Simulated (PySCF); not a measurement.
# RuSCl2: quintet, from a T-shaped (ligand arrangement 2) start

The task is one start of a wider search on RuSCl2: the quintet, from a T-shaped (ligand arrangement 2) start. It is relaxed, tested by its Hessian and followed downhill if it is a saddle.

Method: PBE0, basis Ru def2-SVP with ECP28, S def2-SVP, Cl def2-SVP, scalar-relativistic core potentials, no spin–orbit coupling, density fitting; program: PySCF 2.14.0.

## Step 1: The starting structure

4 atoms, charge 0, spin multiplicity 5.

Bond lengths: Ru1–S2 2.080 Å, Ru1–Cl3 2.240 Å, Ru1–Cl4 2.240 Å. Angles: S2–Ru1–Cl3 88.0°, S2–Ru1–Cl4 88.0°, Cl3–Ru1–Cl4 176.0°.

```xyz
4
charge 0 multiplicity 5
Ru    0.0000    0.0000    0.0000
S     0.0000    0.0000    2.0800
Cl    2.2386    0.0000    0.0782
Cl   -2.2386    0.0000    0.0782
```

## Step 2: First SCF at the start

The steps below are one call of a driver around PySCF. For each, scf.py gives the equivalent set-up of the SCF; relaxations use the driver's own optimiser. After this first run the driver tries any further starts and a stability analysis.

File scf.py:

```python
from pyscf import gto, scf, dft
mol = gto.M(atom='''
Ru     0.000000     0.000000     0.000000
S      0.000000     0.000000     2.080000
Cl     2.238600     0.000000     0.078200
Cl    -2.238600     0.000000     0.078200''',
    basis={'Ru': 'def2-SVP', 'S': 'def2-SVP', 'Cl': 'def2-SVP'},
    ecp={'Ru': 'def2-SVP'},
    charge=0, spin=4)
mf = dft.UKS(mol, xc='PBE0')
mf.grids.atom_grid = (50, 194)
aux = {'Ru': 'def2-universal-JKFIT', 'S': 'def2-universal-JKFIT', 'Cl': 'def2-universal-JKFIT'}
mf = mf.density_fit(auxbasis=aux)
mf.conv_tol = 1e-08
mf.diis_space = 10
mf.max_cycle = 60
mf.init_guess = 'minao'
mf.verbose = 4
mf.kernel()
```

On the command line:

```
$ OMP_NUM_THREADS=2 python axn.py task.json out
```

Standard output:

```text
init E= -1403.44575519316
[... the frontier-level lines of each cycle are left out ...]
cycle= 1 E= -1411.86825496754  delta_E= -8.42  |g|= 1.18  |ddm|= 2.49
cycle= 2 E= -1403.35777455031  delta_E= 8.51  |g|= 2.91  |ddm|= 7.61
cycle= 3 E= -1412.26109416671  delta_E= -8.9  |g|= 0.821  |ddm|= 7.54
cycle= 4 E= -1412.576925658  delta_E= -0.316  |g|= 0.33  |ddm|= 0.593
cycle= 5 E= -1412.61235998579  delta_E= -0.0354  |g|= 0.192  |ddm|= 0.322
cycle= 6 E= -1412.63056840029  delta_E= -0.0182  |g|= 0.0736  |ddm|= 0.191
cycle= 7 E= -1412.63418786259  delta_E= -0.00362  |g|= 0.0155  |ddm|= 0.103
cycle= 8 E= -1412.63454850595  delta_E= -0.000361  |g|= 0.0139  |ddm|= 0.0472
cycle= 9 E= -1412.63466220665  delta_E= -0.000114  |g|= 0.0096  |ddm|= 0.0177
cycle= 10 E= -1412.63473912091  delta_E= -7.69e-05  |g|= 0.000784  |ddm|= 0.0214
cycle= 11 E= -1412.63474200127  delta_E= -2.88e-06  |g|= 0.000311  |ddm|= 0.0057
cycle= 12 E= -1412.63474221949  delta_E= -2.18e-07  |g|= 0.000185  |ddm|= 0.00129
cycle= 13 E= -1412.63474228889  delta_E= -6.94e-08  |g|= 5.45e-05  |ddm|= 0.000851
cycle= 14 E= -1412.63474230169  delta_E= -1.28e-08  |g|= 2.09e-05  |ddm|= 0.000431
cycle= 15 E= -1412.63474230338  delta_E= -1.69e-09  |g|= 7.01e-06  |ddm|= 0.000146
Extra cycle  E= -1412.63474230358  delta_E= -2.04e-10  |g|= 4.21e-06  |ddm|= 3.51e-05
converged SCF energy = -1412.63474230358  <S^2> = 6.0169136  2S+1 = 5.0067609
```

This step, with its further starts and checks, needed 18 s of wall time on 2 threads of Arm Neoverse V2, shared host.

Energies from each starting density:

```tsv
start	energy (Eh)
the minimal-basis guess	-1412.634742
a thermally smeared density	-1412.647888
a smeared PBE density	-1412.647888
```

The first run landed in a state that is too high. Following the other starts and the instabilities gains 34.5 kJ/mol (-1412.64789 Eh), and the work goes on from there.

## Step 3: Relaxation: T-shaped (ligand arrangement 2) start, quintet

The program finds C2v symmetry in the start, which this walk keeps. The walk stops when the largest gradient is under 0.0003 Eh/bohr and the energy has settled too.

scf.py, as its differences from that of step 2:

```diff
@@ -3,4 +3,4 @@
-Ru     0.000000     0.000000     0.000000
-S      0.000000     0.000000     2.080000
-Cl     2.238600     0.000000     0.078200
-Cl    -2.238600     0.000000     0.078200''',
+Ru     0.000000     0.000000    -0.353121
+S      0.000000     0.000000     1.726879
+Cl     2.238600     0.000000    -0.274921
+Cl    -2.238600     0.000000    -0.274921''',
@@ -17 +16,0 @@
-mf.init_guess = 'minao'
```

Steps of the walk:

```tsv
step	energy (Eh)	change (kJ/mol)	largest symmetric gradient (Eh/bohr)
0	-1412.647888	0.00	0.02745
1	-1412.659422	-30.28	0.01258
2	-1412.666429	-48.68	0.01037
3	-1412.668162	-53.23	0.00904
4	-1412.668939	-55.27	0.00339
5	-1412.669028	-55.50	0.00055
6	-1412.669029	-55.51	0.00009
```

The walk took 22 s.

Positions (Å) and forces (eV/Å) along the way:

```
step 0
Ru   0.000   0.000  -0.353   0.000   0.000   1.412
S    0.000   0.000   1.727   0.000   0.000   0.655
Cl   2.239   0.000  -0.275   1.029   0.000  -1.034
Cl  -2.239   0.000  -0.275  -1.029   0.000  -1.034
step 1
Ru   0.000   0.000  -0.269   0.000   0.000   0.647
S    0.000   0.000   1.806   0.000   0.000   0.646
Cl   2.274   0.000  -0.357   0.016   0.000  -0.646
Cl  -2.274   0.000  -0.357  -0.016   0.000  -0.646
step 3
Ru   0.000   0.000  -0.109   0.000   0.000  -0.013
S    0.000   0.000   1.988   0.000   0.000   0.037
Cl   2.247   0.000  -0.527  -0.465   0.000  -0.012
Cl  -2.247   0.000  -0.527   0.465   0.000  -0.012
step 6
Ru   0.000   0.000  -0.072   0.000   0.000   0.004
S    0.000   0.000   2.029   0.000   0.000  -0.004
Cl   2.199   0.000  -0.566   0.000   0.000   0.000
Cl  -2.199   0.000  -0.566   0.000   0.000   0.000
```

End point (C2v, 6 steps, 55.5 kJ/mol gained): Ru–Cl 2.254 Å (×2), Ru–S 2.101 Å; Cl–Ru–Cl 154.7°, Cl–Ru–S 102.7° (×2).

## Step 4: Vibrations and properties at this point

The point is checked on the finer grid, and tightened if its gradient asks for it. The Hessian and the dipole derivatives come from central differences of analytic gradients, with steps of 0.02 bohr.

scf.py, as its differences from that of step 3:

```diff
@@ -3,4 +3,4 @@
-Ru     0.000000     0.000000    -0.353121
-S      0.000000     0.000000     1.726879
-Cl     2.238600     0.000000    -0.274921
-Cl    -2.238600     0.000000    -0.274921''',
+Ru     0.000000     0.000000    -0.159880
+S      0.000000     0.000000     1.941316
+Cl     2.198524     0.000000    -0.654224
+Cl    -2.198524     0.000000    -0.654224''',
@@ -11 +11 @@
-mf.grids.atom_grid = (50, 194)
+mf.grids.atom_grid = (75, 302)
@@ -14 +14 @@
-mf.conv_tol = 1e-08
+mf.conv_tol = 1e-10
```

This SCF starts from the last density.

Log of the central SCF (cycles and frontier levels):

```text
init E= -1412.66906291202
[... the frontier-level lines of each cycle are left out ...]
cycle= 1 E= -1412.66906291185  delta_E= 1.72e-10  |g|= 1.9e-05  |ddm|= 2.07e-05
cycle= 2 E= -1412.66906290897  delta_E= 2.88e-09  |g|= 7.71e-05  |ddm|= 8.17e-05
cycle= 3 E= -1412.66906291204  delta_E= -3.07e-09  |g|= 1.33e-06  |ddm|= 6.5e-05
cycle= 4 E= -1412.66906291204  delta_E= -6.82e-12  |g|= 3.07e-07  |ddm|= 1.86e-06
Extra cycle  E= -1412.66906291204  delta_E= 6.37e-12  |g|= 4.59e-07  |ddm|= 1.36e-06
converged SCF energy = -1412.66906291204  <S^2> = 6.0214285  2S+1 = 5.0085641
```

The whole step took 65 s.

Geometry: C2v; Ru–Cl 2.253 Å (×2), Ru–S 2.101 Å; Cl–Ru–Cl 154.7°, Cl–Ru–S 102.7° (×2).

Harmonic modes (main isotopes):

```csv
symmetry,ω (cm⁻¹),IR (km/mol)
b1,77,7.2
a1,124,0.5
b2,125,0.5
a1,362,7.6
b2,427,102
a1,516,3.3
```

All wavenumbers are real: a minimum.

Properties at this point:

```
Dipole moment                                                   : 0.26 D
Highest occupied level                                          : -7.37 eV
Lowest empty level                                              : -4.64 eV
Rotational constants                                            : 0.1102, 0.04987, 0.03433 cm⁻¹
Zero-point energy                                               : 9.8 kJ/mol
Principal polarisabilities                                      : 38.7, 81.8, 95.5 bohr³
Atomisation energy without zero-point energy                    : 1007 kJ/mol
Principal traceless quadrupole moments about the centre of mass : -8.30, 3.15, 5.15 D Å
Entropy at 298.15 K and 1 bar (electronic part: spin only)      : 355.1 J/(mol K)
Heat capacity Cp at 298.15 K                                    : 75.1 J/(mol K)
Enthalpy at 298.15 K above 0 K                                  : 17.80 kJ/mol
Rotational symmetry number                                      : 2
Spin squared ⟨S²⟩                                               : 6.021
```

Populations by atom (charges in e):

```tsv
atom	Mulliken	Löwdin	polar tensor	spin (Mulliken)	Mayer order to Ru1
Ru1	0.31	-0.63	1.06	2.61	–
S2	0.06	0.38	-0.10	1.03	1.95
Cl3,4	-0.18	0.12	-0.48	0.18	1.14
```

Mulliken populations on Ru1 (outside its core potential): s 2.47, p 6.56, d 6.65, f 0.01.

## Step 5: Outcome

| quantity | value |
| --- | --- |
| minimum | quintet, C2v |
| geometry | Ru–Cl 2.253 Å (×2), Ru–S 2.101 Å; Cl–Ru–Cl 154.7°, Cl–Ru–S 102.7° (×2) |
| wavenumbers (cm⁻¹) | 77 (b1), 124 (a1), 125 (b2), 362 (a1), 427 (b2), 516 (a1) |
| dipole moment | 0.26 D |
| highest occupied, lowest empty level (either spin) | -7.37, -4.64 eV |
| polar-tensor charge of Ru1 | +1.06 e |
| zero-point energy | 9.8 kJ/mol |
| entropy at 298.15 K | 355.1 J/(mol K) |
| atomisation energy (no zero-point energy) | 1007 kJ/mol |
| ⟨S²⟩ | 6.021 |

In words: The molecule stays C2v, as typed, and the end point is a minimum. In the infrared the band at 427 cm⁻¹ (b2, stretch) leads. Most of the spin sits on Ru1 (Mulliken spin 2.61, against 4 for the whole molecule). The first SCF alone would have been 35 kJ/mol too high. Only this shape and spin were tried, so other structures or states may lie lower. One determinant may miss the lowest occupation of an open d or f shell.

The search up to here took 1.7 min.
